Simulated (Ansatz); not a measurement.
# MoNH (triplet): wB97M-V, B2PLYP over vertical spin and charge gaps, def2-QZVPP

How well do these functionals follow the top wave-function level for MoNH (triplet) over vertical spin and charge gaps?

The runs use Ansatz 0.2.0, Gaussian basis; def2-QZVPP, all electrons in the functionals, frozen cores in the correlation of double hybrids and RPA.

To be run: wB97M-V, B2PLYP, at charge 0, triplet; charge 0, singlet; charge 0, quintet; charge 1, doublet; charge 1, quartet.

2 further runs of the same task are left out: 2 set aside as unsound or not needed. Runs told in other sessions of the task aren't counted.

## (1) What is computed

The geometry is a PBE0/def2-TZVP stationary point (not a proven minimum). No spin-orbit coupling is included. Elements past krypton take def2 core potentials.

3 atoms, charge 0, spin multiplicity 3.

Atoms are counted from 1 here; the program's logs count them from 0.

Bond lengths: Mo1–N2 1.671 Å, N2–H3 1.015 Å. Angles: Mo1–N2–H3 180.0°.

No dispersion term is added; wB97M-V holds VV10 nonlocal correlation.

The geometry shown and the zero of energy belong to the point charge 0, triplet. The yardstick, UCCSD(T), and other wave-function levels (R restricted, U unrestricted, valence and pair active spaces) come from earlier runs.

## (2) wB97M-V, charge 0, triplet

in.yaml

```yaml
crystal:
  periodic: [false, false, false]
  atoms:
    - {symbol: Mo, position_ang: [0.000000, 0.000000, 1.452433]}
    - {symbol: N, position_ang: [0.000000, 0.000000, -0.218867]}
    - {symbol: H, position_ang: [0.000000, 0.000000, -1.233567]}
basis:
  gaussian: {orbitals: "def2-QZVPP.json"}
magnetization: {spin_polarized: true, initial_magnetization: 2}
hamiltonian: {xc: {name: wB97M-V}}
output: {orbitals: {seedname: orbitals}}
```

Run with:

```bash
ansatz run in.yaml --threads 2 --pin off --events-out ev --progress --plain --max-ram 24576MiB --backend cuda --devices 0, --max-vram 18GiB
```

The program printed, cut to the lines that bear on the results:

```text
Functional definition: wB97M-V
  name "wB97M-V"
  cite "Mardirossian & Head-Gordon, J. Chem. Phys. 144, 214110 (2016) doi:10.1063/1.4952647"
  cite "Becke, J. Chem. Phys. 107, 8554 (1997) doi:10.1063/1.475007"
  cite "Vydrov & Van Voorhis, J. Chem. Phys. 133, 244103 (2010) doi:10.1063/1.3521275"
  # Of w^i u^j: cxij and so on, Table III.
[...]
  gx(w, u) = 1 - cx + cx01*u + cx10*w
  gss(w, u) = css00 + css04*u^4 + css10*w + css20*w^2 + css43*w^4*u^3
  gos(w, u) = cos00 + cos10*w + (cos20 + cos21*u)*w^2 + (cos60 + cos61*u)*w^6
[...]
      + integral(e_c_pw_mod_opposite_spin*gos(b97_w_opposite, b97_u_opposite)) + vv10(b, c)
629 factors; their error is unknown
159 factors; integrals over basis functions are off by at most 5.6e-5 eV
[...]
mean field -3357.12199794 eV, -123.3719578852 hartree, gradient 2.6e-5 eV, S^2 2.128365; 3 other end points of the search recorded, 0 dependent functions left out
reference -3357.12204266 eV, -123.3719595286 hartree; 12, 10 occupied and 156, 158 virtual orbitals, 629 factors
Total energy: -3357.12204266 eV, -123.3719595286 hartree
```

Run time: 16 s. Hardware: 1 × H100 (card shared with other runs) with 2 threads of AMD EPYC 7R13, shared host; peak host memory 0.95 GiB.

From the report: ⟨S²⟩ of the determinant 2.128 (pure triplet: 2.00).

## (3) wB97M-V, charge 0, singlet

Changes to in.yaml since step 2:

```diff
@@ -8,3 +8,3 @@
   gaussian: {orbitals: "def2-QZVPP.json"}
-magnetization: {spin_polarized: true, initial_magnetization: 2}
+magnetization: {spin_polarized: true, initial_magnetization: 0}
 hamiltonian: {xc: {name: wB97M-V}}
```

Launched as before.

The program printed, cut to the lines that bear on the results:

```text
Functional definition: wB97M-V
  name "wB97M-V"
  cite "Mardirossian & Head-Gordon, J. Chem. Phys. 144, 214110 (2016) doi:10.1063/1.4952647"
  cite "Becke, J. Chem. Phys. 107, 8554 (1997) doi:10.1063/1.475007"
  cite "Vydrov & Van Voorhis, J. Chem. Phys. 133, 244103 (2010) doi:10.1063/1.3521275"
  # Of w^i u^j: cxij and so on, Table III.
[...]
  gx(w, u) = 1 - cx + cx01*u + cx10*w
  gss(w, u) = css00 + css04*u^4 + css10*w + css20*w^2 + css43*w^4*u^3
  gos(w, u) = cos00 + cos10*w + (cos20 + cos21*u)*w^2 + (cos60 + cos61*u)*w^6
[...]
      + integral(e_c_pw_mod_opposite_spin*gos(b97_w_opposite, b97_u_opposite)) + vv10(b, c)
629 factors; their error is unknown
159 factors; integrals over basis functions are off by at most 5.6e-5 eV
[...]
mean field -3356.64680185 eV, -123.3544947510 hartree, gradient 2.1e-5 eV, S^2 1.001369; 7 other end points of the search recorded, 0 dependent functions left out
reference -3356.64684740 eV, -123.3544964249 hartree; 11, 11 occupied and 157, 157 virtual orbitals, 629 factors
Total energy: -3356.64684740 eV, -123.3544964249 hartree
```

Run time: 25 s. Hardware: 1 × H100 (card shared with other runs) with 2 threads of AMD EPYC 7R13, shared host; peak host memory 0.94 GiB.

From the report: ⟨S²⟩ of the determinant 1.001 (pure singlet: 0.00). The determinant of wB97M-V (⟨S²⟩ 1.00) is far from a pure spin state, so its energy mixes those of several spin states; that is harmless only where they are near-degenerate.

From charge 0, triplet: +0.475 eV.

## (4) wB97M-V, charge 0, quintet

Changes to in.yaml since step 3:

```diff
@@ -8,3 +8,3 @@
   gaussian: {orbitals: "def2-QZVPP.json"}
-magnetization: {spin_polarized: true, initial_magnetization: 0}
+magnetization: {spin_polarized: true, initial_magnetization: 4}
 hamiltonian: {xc: {name: wB97M-V}}
```

Same command.

The program printed, cut to the lines that bear on the results:

```text
Functional definition: wB97M-V
  name "wB97M-V"
  cite "Mardirossian & Head-Gordon, J. Chem. Phys. 144, 214110 (2016) doi:10.1063/1.4952647"
  cite "Becke, J. Chem. Phys. 107, 8554 (1997) doi:10.1063/1.475007"
  cite "Vydrov & Van Voorhis, J. Chem. Phys. 133, 244103 (2010) doi:10.1063/1.3521275"
  # Of w^i u^j: cxij and so on, Table III.
[...]
  gx(w, u) = 1 - cx + cx01*u + cx10*w
  gss(w, u) = css00 + css04*u^4 + css10*w + css20*w^2 + css43*w^4*u^3
  gos(w, u) = cos00 + cos10*w + (cos20 + cos21*u)*w^2 + (cos60 + cos61*u)*w^6
[...]
      + integral(e_c_pw_mod_opposite_spin*gos(b97_w_opposite, b97_u_opposite)) + vv10(b, c)
629 factors; their error is unknown
159 factors; integrals over basis functions are off by at most 5.6e-5 eV
[...]
mean field -3356.88262153 eV, -123.3631609643 hartree, gradient 2.9e-5 eV, S^2 6.037272; 1 other end points of the search recorded, 0 dependent functions left out
reference -3356.88267611 eV, -123.3631629704 hartree; 13, 9 occupied and 155, 159 virtual orbitals, 629 factors
Total energy: -3356.88267611 eV, -123.3631629704 hartree
```

Wall time 12 s (1 × H100 (card shared with other runs) with 2 threads of AMD EPYC 7R13, shared host); peak host memory 0.95 GiB.

From the report: ⟨S²⟩ of the determinant 6.037 (pure quintet: 6.00).

From charge 0, triplet: +0.239 eV.

## (5) wB97M-V, charge 1, doublet

Changes to in.yaml since step 4:

```diff
@@ -8,3 +8,4 @@
   gaussian: {orbitals: "def2-QZVPP.json"}
-magnetization: {spin_polarized: true, initial_magnetization: 4}
+total_charge: 1
+magnetization: {spin_polarized: true, initial_magnetization: 1}
 hamiltonian: {xc: {name: wB97M-V}}
```

Launched as before.

The program printed, cut to the lines that bear on the results:

```text
Functional definition: wB97M-V
  name "wB97M-V"
  cite "Mardirossian & Head-Gordon, J. Chem. Phys. 144, 214110 (2016) doi:10.1063/1.4952647"
  cite "Becke, J. Chem. Phys. 107, 8554 (1997) doi:10.1063/1.475007"
  cite "Vydrov & Van Voorhis, J. Chem. Phys. 133, 244103 (2010) doi:10.1063/1.3521275"
  # Of w^i u^j: cxij and so on, Table III.
[...]
  gx(w, u) = 1 - cx + cx01*u + cx10*w
  gss(w, u) = css00 + css04*u^4 + css10*w + css20*w^2 + css43*w^4*u^3
  gos(w, u) = cos00 + cos10*w + (cos20 + cos21*u)*w^2 + (cos60 + cos61*u)*w^6
[...]
      + integral(e_c_pw_mod_opposite_spin*gos(b97_w_opposite, b97_u_opposite)) + vv10(b, c)
629 factors; their error is unknown
159 factors; integrals over basis functions are off by at most 5.6e-5 eV
[...]
mean field -3350.01174944 eV, -123.1106610725 hartree, gradient 1.6e-5 eV, S^2 1.603214; 10 other end points of the search recorded, 0 dependent functions left out
reference -3350.01179317 eV, -123.1106626794 hartree; 11, 10 occupied and 157, 158 virtual orbitals, 629 factors
Total energy: -3350.01179317 eV, -123.1106626794 hartree
```

Wall time 9 s (1 × H100 (card shared with other runs) with 2 threads of AMD EPYC 7R13, shared host); peak host memory 0.95 GiB.

From the report: ⟨S²⟩ of the determinant 1.603 (pure doublet: 0.75). The determinant of wB97M-V (⟨S²⟩ 1.60) is far from a pure spin state, so its energy mixes those of several spin states; that is harmless only where they are near-degenerate.

From charge 0, triplet: +7.110 eV.

## (6) wB97M-V, charge 1, quartet

Changes to in.yaml since step 5:

```diff
@@ -9,3 +9,3 @@
 total_charge: 1
-magnetization: {spin_polarized: true, initial_magnetization: 1}
+magnetization: {spin_polarized: true, initial_magnetization: 3}
 hamiltonian: {xc: {name: wB97M-V}}
```

Launched as before.

The program printed, cut to the lines that bear on the results:

```text
Functional definition: wB97M-V
  name "wB97M-V"
  cite "Mardirossian & Head-Gordon, J. Chem. Phys. 144, 214110 (2016) doi:10.1063/1.4952647"
  cite "Becke, J. Chem. Phys. 107, 8554 (1997) doi:10.1063/1.475007"
  cite "Vydrov & Van Voorhis, J. Chem. Phys. 133, 244103 (2010) doi:10.1063/1.3521275"
  # Of w^i u^j: cxij and so on, Table III.
[...]
  gx(w, u) = 1 - cx + cx01*u + cx10*w
  gss(w, u) = css00 + css04*u^4 + css10*w + css20*w^2 + css43*w^4*u^3
  gos(w, u) = cos00 + cos10*w + (cos20 + cos21*u)*w^2 + (cos60 + cos61*u)*w^6
[...]
      + integral(e_c_pw_mod_opposite_spin*gos(b97_w_opposite, b97_u_opposite)) + vv10(b, c)
629 factors; their error is unknown
159 factors; integrals over basis functions are off by at most 5.6e-5 eV
[...]
mean field -3350.63995034 eV, -123.1337470298 hartree, gradient 1.4e-5 eV, S^2 3.850836; 1 other end points of the search recorded, 0 dependent functions left out
reference -3350.63999496 eV, -123.1337486696 hartree; 12, 9 occupied and 156, 159 virtual orbitals, 629 factors
Total energy: -3350.63999496 eV, -123.1337486696 hartree
```

Run time: 3.9 s. Hardware: 1 × H100 (card shared with other runs) with 2 threads of AMD EPYC 7R13, shared host; peak host memory 0.91 GiB.

From the report: ⟨S²⟩ of the determinant 3.851 (pure quartet: 3.75).

From charge 0, triplet: +6.482 eV.

## (7) B2PLYP, charge 0, triplet

in.yaml

```yaml
crystal:
  periodic: [false, false, false]
  atoms:
    - {symbol: Mo, position_ang: [0.000000, 0.000000, 1.452433]}
    - {symbol: N, position_ang: [0.000000, 0.000000, -0.218867]}
    - {symbol: H, position_ang: [0.000000, 0.000000, -1.233567]}
basis:
  gaussian: {orbitals: "def2-QZVPP.json"}
magnetization: {spin_polarized: true, initial_magnetization: 2}
hamiltonian: {xc: {name: B2PLYP}}
correlation: {electrons: outside_noble_gas}
```

Launched as before.

The program printed, cut to the lines that bear on the results:

```text
Functional definition: B2PLYP
  name "B2PLYP"
  cite "Grimme, J. Chem. Phys. 124, 034108 (2006) doi:10.1063/1.2148954"
  cite "Becke, Phys. Rev. A 38, 3098 (1988) doi:10.1103/PhysRevA.38.3098"
  cite "Lee, Yang & Parr, Phys. Rev. B 37, 785 (1988) doi:10.1103/PhysRevB.37.785"
[...]
1083 factors; integrals over basis functions are off by at most 1.2e-3 eV
[...]
mean field -3350.64570960 eV, -123.1339586786 hartree, gradient 3.9e-6 eV, S^2 2.389536; 6 other end points of the search recorded, 0 dependent functions left out
5 core orbitals not correlated: weight in the atoms' cores, before any rotation towards them, 0.989 or more for the frozen orbitals, at most 0.006 for the correlated occupied ones
reference -3350.64582748 eV, -123.1339630105 hartree; 7, 5 occupied and 156, 158 virtual orbitals, 1083 factors
second order -14.62050573 eV of doubles, -0.00000000 eV of singles
Total energy: -3354.59336403 eV, -123.2790323029 hartree
```

Wall time 17 s (1 × H100 (card shared with other runs) with 2 threads of AMD EPYC 7R13, shared host); peak host memory 0.92 GiB.

From the report: ⟨S²⟩ of the determinant 2.390 (pure triplet: 2.00).

## (8) B2PLYP, charge 0, singlet

Changes to in.yaml since step 7:

```diff
@@ -8,3 +8,3 @@
   gaussian: {orbitals: "def2-QZVPP.json"}
-magnetization: {spin_polarized: true, initial_magnetization: 2}
+magnetization: {spin_polarized: true, initial_magnetization: 0}
 hamiltonian: {xc: {name: B2PLYP}}
```

The command is unchanged.

The program printed, cut to the lines that bear on the results:

```text
Functional definition: B2PLYP
  name "B2PLYP"
  cite "Grimme, J. Chem. Phys. 124, 034108 (2006) doi:10.1063/1.2148954"
  cite "Becke, Phys. Rev. A 38, 3098 (1988) doi:10.1103/PhysRevA.38.3098"
  cite "Lee, Yang & Parr, Phys. Rev. B 37, 785 (1988) doi:10.1103/PhysRevB.37.785"
[...]
1083 factors; integrals over basis functions are off by at most 1.2e-3 eV
[...]
mean field -3350.26152269 eV, -123.1198400699 hartree, gradient 2.4e-8 eV, S^2 1.003855; 11 other end points of the search recorded, 0 dependent functions left out
5 core orbitals not correlated: weight in the atoms' cores, before any rotation towards them, 0.991 or more for the frozen orbitals, at most 0.004 for the correlated occupied ones
reference -3350.26164111 eV, -123.1198444218 hartree; 6, 6 occupied and 157, 157 virtual orbitals, 1083 factors
second order -15.50846293 eV of doubles, -0.00000000 eV of singles
Total energy: -3354.44892610 eV, -123.2737243070 hartree
```

It took 15 s on 1 × H100 (card shared with other runs) with 2 threads of AMD EPYC 7R13, shared host; peak host memory 0.93 GiB.

From the report: ⟨S²⟩ of the determinant 1.004 (pure singlet: 0.00). The determinant of B2PLYP (⟨S²⟩ 1.00) is far from a pure spin state, so its energy mixes those of several spin states; that is harmless only where they are near-degenerate.

From charge 0, triplet: +0.144 eV.

## (9) B2PLYP, charge 0, quintet

Changes to in.yaml since step 8:

```diff
@@ -8,3 +8,3 @@
   gaussian: {orbitals: "def2-QZVPP.json"}
-magnetization: {spin_polarized: true, initial_magnetization: 0}
+magnetization: {spin_polarized: true, initial_magnetization: 4}
 hamiltonian: {xc: {name: B2PLYP}}
```

Same command.

The program printed, cut to the lines that bear on the results:

```text
Functional definition: B2PLYP
  name "B2PLYP"
  cite "Grimme, J. Chem. Phys. 124, 034108 (2006) doi:10.1063/1.2148954"
  cite "Becke, Phys. Rev. A 38, 3098 (1988) doi:10.1103/PhysRevA.38.3098"
  cite "Lee, Yang & Parr, Phys. Rev. B 37, 785 (1988) doi:10.1103/PhysRevB.37.785"
[...]
1083 factors; integrals over basis functions are off by at most 1.2e-3 eV
[...]
mean field -3350.68402931 eV, -123.1353669020 hartree, gradient 4.0e-6 eV, S^2 6.081801; 2 other end points of the search recorded, 0 dependent functions left out
5 core orbitals not correlated: weight in the atoms' cores, before any rotation towards them, 0.988 or more for the frozen orbitals, at most 0.006 for the correlated occupied ones
reference -3350.68416229 eV, -123.1353717887 hartree; 8, 4 occupied and 155, 159 virtual orbitals, 1083 factors
second order -13.23869685 eV of doubles, -0.00000000 eV of singles
Total energy: -3354.25861044 eV, -123.2667303354 hartree
```

It took 12 s on 1 × H100 (card shared with other runs) with 2 threads of AMD EPYC 7R13, shared host; peak host memory 0.92 GiB.

From the report: ⟨S²⟩ of the determinant 6.082 (pure quintet: 6.00).

From charge 0, triplet: +0.335 eV.

## (10) B2PLYP, charge 1, doublet

Changes to in.yaml since step 9:

```diff
@@ -8,3 +8,4 @@
   gaussian: {orbitals: "def2-QZVPP.json"}
-magnetization: {spin_polarized: true, initial_magnetization: 4}
+total_charge: 1
+magnetization: {spin_polarized: true, initial_magnetization: 1}
 hamiltonian: {xc: {name: B2PLYP}}
```

The command is unchanged.

The program printed, cut to the lines that bear on the results:

```text
Functional definition: B2PLYP
  name "B2PLYP"
  cite "Grimme, J. Chem. Phys. 124, 034108 (2006) doi:10.1063/1.2148954"
  cite "Becke, Phys. Rev. A 38, 3098 (1988) doi:10.1103/PhysRevA.38.3098"
  cite "Lee, Yang & Parr, Phys. Rev. B 37, 785 (1988) doi:10.1103/PhysRevB.37.785"
[...]
1083 factors; integrals over basis functions are off by at most 1.2e-3 eV
[...]
mean field -3343.87134573 eV, -122.8850053982 hartree, gradient 2.6e-6 eV, S^2 1.721681; 9 other end points of the search recorded, 0 dependent functions left out
5 core orbitals not correlated: weight in the atoms' cores, before any rotation towards them, 0.990 or more for the frozen orbitals, at most 0.005 for the correlated occupied ones
reference -3343.87146684 eV, -122.8850098490 hartree; 6, 5 occupied and 157, 158 virtual orbitals, 1083 factors
second order -14.21681879 eV of doubles, -0.00000000 eV of singles
Total energy: -3347.71000792 eV, -123.0260736315 hartree
```

It took 5.5 s on 1 × H100 (card shared with other runs) with 2 threads of AMD EPYC 7R13, shared host; peak host memory 0.93 GiB.

From the report: ⟨S²⟩ of the determinant 1.722 (pure doublet: 0.75). The determinant of B2PLYP (⟨S²⟩ 1.72) is far from a pure spin state, so its energy mixes those of several spin states; that is harmless only where they are near-degenerate.

From charge 0, triplet: +6.883 eV.

## (11) B2PLYP, charge 1, quartet

Changes to in.yaml since step 10:

```diff
@@ -9,3 +9,3 @@
 total_charge: 1
-magnetization: {spin_polarized: true, initial_magnetization: 1}
+magnetization: {spin_polarized: true, initial_magnetization: 3}
 hamiltonian: {xc: {name: B2PLYP}}
```

The command is unchanged.

The program printed, cut to the lines that bear on the results:

```text
Functional definition: B2PLYP
  name "B2PLYP"
  cite "Grimme, J. Chem. Phys. 124, 034108 (2006) doi:10.1063/1.2148954"
  cite "Becke, Phys. Rev. A 38, 3098 (1988) doi:10.1103/PhysRevA.38.3098"
  cite "Lee, Yang & Parr, Phys. Rev. B 37, 785 (1988) doi:10.1103/PhysRevB.37.785"
[...]
1083 factors; integrals over basis functions are off by at most 1.2e-3 eV
[...]
mean field -3344.63679879 eV, -122.9131352793 hartree, gradient 3.9e-6 eV, S^2 4.015861; 2 other end points of the search recorded, 0 dependent functions left out
5 core orbitals not correlated: weight in the atoms' cores, before any rotation towards them, 0.988 or more for the frozen orbitals, at most 0.006 for the correlated occupied ones
reference -3344.63692165 eV, -122.9131397944 hartree; 7, 4 occupied and 156, 159 virtual orbitals, 1083 factors
second order -12.94248690 eV of doubles, -0.00000000 eV of singles
Total energy: -3348.13139312 eV, -123.0415592520 hartree
```

It took 4.3 s on 1 × H100 (card shared with other runs) with 2 threads of AMD EPYC 7R13, shared host; peak host memory 0.92 GiB.

From the report: ⟨S²⟩ of the determinant 4.016 (pure quartet: 3.75).

From charge 0, triplet: +6.462 eV.

## (12) The comparison

No level is safe as a reference over these points; UCCSD(T) serves as a yardstick only. It comes from earlier runs at the same points. Energies in eV, counted from charge 0, triplet; blanks weren't run or aren't comparable.

```
   level  triplet to singlet  triplet to quintet  ionisation to the doublet cation  ionisation to the quartet cation
UCCSD(T)                                   0.306                             6.708                             6.352
 wB97M-V               0.475               0.239                             7.110                             6.482
  B2PLYP               0.144               0.335                             6.883                             6.462
```

Largest miss and mean time a point (UCCSD(T) took 53 s a point; shared hosts):

```
  level  largest miss (eV)                             where  time a point
wB97M-V             +0.402  ionisation to the doublet cation          13 s
 B2PLYP             +0.175  ionisation to the doublet cation          11 s
```

## (13) Results

| quantity | value |
| --- | --- |
| triplet to quintet, UCCSD(T) | 0.306 eV |
| ionisation to the doublet cation, UCCSD(T) | 6.708 eV |
| ionisation to the quartet cation, UCCSD(T) | 6.352 eV |
| largest miss, wB97M-V | +0.402 eV (ionisation to the doublet cation) |
| largest miss, B2PLYP | +0.175 eV (ionisation to the doublet cation) |

What this shows: Misses are known at 3 of 4 points at best, and only functionals with that many are ranked. Of the functionals, B2PLYP keep the smallest largest miss at the points compared (at most 0.175 eV) and wB97M-V strays most (0.402 eV, at ionisation to the doublet cation). wB97M-V, B2PLYP clearly break the spin symmetry at some points (⟨S²⟩ up to 1.00 above the pure value), so energy there is bought with a mixed spin. Functionals and the yardstick converge differently with the basis, so part of each miss in def2-QZVPP is the basis. The yardstick itself may be off where one determinant is a poor start.
